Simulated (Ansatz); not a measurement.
A nudged elastic band was laid between two geometries of a periodic cell of 17 atoms, Si (host Si, host structure diamond, interstitial Si).

Level of theory: Ansatz 0.2.0, DFT PBE-D3(BJ), scalar-relativistic, plane waves, PAW. Settings: PAW set soft_1, cutoff 420 eV, k mesh 2x2x2, gaussian smearing 0.05 eV, no spin polarisation.

```json
{"movable images": "3", "climbing image": "yes", "spring": "5.0 eV/Å²", "optimiser": "quadratic models (default)", "start path": "IDPP", "force threshold": "0.03 eV/Å", "iteration limit": "80", "end points": "relaxed"}
```

First end point:

```xyz
17
Lattice="0.0000 5.4300 5.4300 5.4300 0.0000 5.4300 5.4300 5.4300 0.0000" Properties=species:S:1:pos:R:3
Si -0.023 -0.030 0.024
Si 1.357 1.353 1.389
Si 2.738 2.732 0.020
Si 4.076 4.060 1.357
Si 2.719 -0.006 2.712
Si 4.041 1.353 4.074
Si 5.412 2.731 2.694
Si 6.789 4.103 4.072
Si -0.004 2.716 2.708
Si 1.359 4.033 4.071
Si 2.743 5.399 2.688
Si 4.107 6.783 4.069
Si 2.722 2.716 5.434
Si 4.073 4.072 6.787
Si 5.428 5.423 5.432
Si 6.792 6.782 6.753
Si 6.791 6.775 9.502
```

Last end point:

Only the atoms that move by more than 0.05 Å are listed.
```
Si17 8.143 8.147 8.141
```

Problem. What changes between the two ends?

Solution. Contacts lost: Si1–Si17. Contacts made: Si14–Si17. The atom that moves furthest is Si17, by 2.36 Å.

Problem. What energy profile does the band end with?

Solution. The run converged. The highest image is number 2 of 0 to 4, 0.30 eV above the ends, which have the same energy within 2 meV. By the program's own check the climbing image is a first-order saddle point (lowest curvatures found: -0.23 and 0.70 eV/Å²). Limits of this set-up: coarse k mesh.

| image | path coordinate (Å) | energy (eV) | Si1–Si17 (Å) | Si14–Si17 (Å) |
| --- | --- | --- | --- | --- |
| 0 | 0.00 | 0.00 | 2.39 | 4.69 |
| 1 | 0.74 | 0.19 | 2.53 | 4.04 |
| 2 | 1.49 | 0.30 | 3.16 | 3.16 |
| 3 | 2.24 | 0.20 | 4.03 | 2.53 |
| 4 | 2.98 | 0.00 | 4.70 | 2.39 |

Problem. What is the geometry of the highest image?

Solution. 
```xyz
17
Lattice="0.0000 5.4300 5.4300 5.4300 0.0000 5.4300 5.4300 5.4300 0.0000" Properties=species:S:1:pos:R:3
Si 0.211 0.209 -0.213
Si 1.421 1.419 1.376
Si 2.803 2.801 0.101
Si 4.272 4.269 1.156
Si 2.652 0.018 2.776
Si 4.053 1.419 4.007
Si 5.327 2.801 2.625
Si 6.700 4.174 4.158
Si 0.021 2.650 2.776
Si 1.421 4.050 4.007
Si 2.803 5.324 2.625
Si 4.176 6.698 4.158
Si 2.652 2.650 5.407
Si 3.863 3.860 6.996
Si 5.232 5.229 5.626
Si 6.700 6.698 6.682
Si 7.466 7.464 8.822
```

The band took 27 iterations and roughly 12 core-minutes.

Time of the run: 12 min on 1 thread of AMD EPYC 9R45 96-Core Processor (Zen 5) (shared host), peak memory 0.85 GiB.
